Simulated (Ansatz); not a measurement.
# Si (Silicon): how the settings move a relaxation

Question: which choices in the input matter for Si (Silicon)?

Program: Ansatz 0.2.0. Level of theory: reference: DFT, r2SCAN, PAW with Ansatz's default frozen-core files, scalar-relativistic; relaxation of cell and atoms. These are calculated values, not measurements.

**1. The starting structure**

It takes space group P6_3/mmc (No. 194, hexagonal). Conventional cell: a = 2.444 Å, b = 2.444 Å, c = 4.152 Å, α = 90.00°, β = 90.00°, γ = 120.00°. Around Si (site symmetry -6m2) lie 12 Si at 2.44 to 2.51 Å.

Structure file:

```cif
data_structure
_symmetry_space_group_name_H-M 'P6_3/mmc'
_symmetry_Int_Tables_number 194
_cell_length_a 2.4440
_cell_length_b 2.4440
_cell_length_c 4.1520
_cell_angle_alpha 90.000
_cell_angle_beta 90.000
_cell_angle_gamma 120.000
_cell_volume 21.48
loop_
_atom_site_label
_atom_site_type_symbol
_atom_site_symmetry_multiplicity
_atom_site_Wyckoff_symbol
_atom_site_fract_x
_atom_site_fract_y
_atom_site_fract_z
_atom_site_occupancy
Si1 Si 2 c 0.33333 0.66667 0.25000 1
```

**2. Baseline**

File input.yaml:

```yaml
crystal:
  lattice:
    - [2.44399999998, 0.0, 0.0]
    - [-1.22199999999, 2.11656608683, 0.0]
    - [0.0, 0.0, 4.152]
  atoms:
    - { symbol: Si, position: [0.333333333333, 0.666666666667, 0.25] }
    - { symbol: Si, position: [0.666666666667, 0.333333333333, 0.75] }
kpoints:
  mp_grid: { grid: [18, 18, 10] }
scf:
  occupations: { method: fermi_dirac, width: 0.08 }
hamiltonian:
  xc: r2scan
  pseudopotentials: { kind: paw }
relax:
  f_tol: 0.002
  max_steps: 80
  cell: {}
output:
  forces: true
  stress: true
```

Command:

```sh
> ansatz run input.yaml --threads 1 --pin off --max-ram 3072MiB --backend cpu --events-out ev --progress --plain --runs-dir out
```

**3. Changing settings: pseudopotentials.kind nc**

input.yaml, as its differences from that of step 2:

```diff
@@ -14,3 +14,3 @@
   xc: r2scan
-  pseudopotentials: { kind: paw }
+  pseudopotentials: { kind: nc }
 relax:
```

Before running it: what results should come out? Wanted: for each run, ending; energy change; pressure; gap; force.

The runs gave:

```
                        run     ending   energy change  pressure (GPa)  gap (eV)  force (eV/Å)  cycles  time
                  reference  converged               -             0.0      0.00          0.00      40  46 s
1: pseudopotentials.kind nc  converged  not comparable             0.0      0.00          0.00      39  43 s
```

**Reading.** A change of potentials puts the total energy on another scale. The two sets of potentials agree on what can be compared.
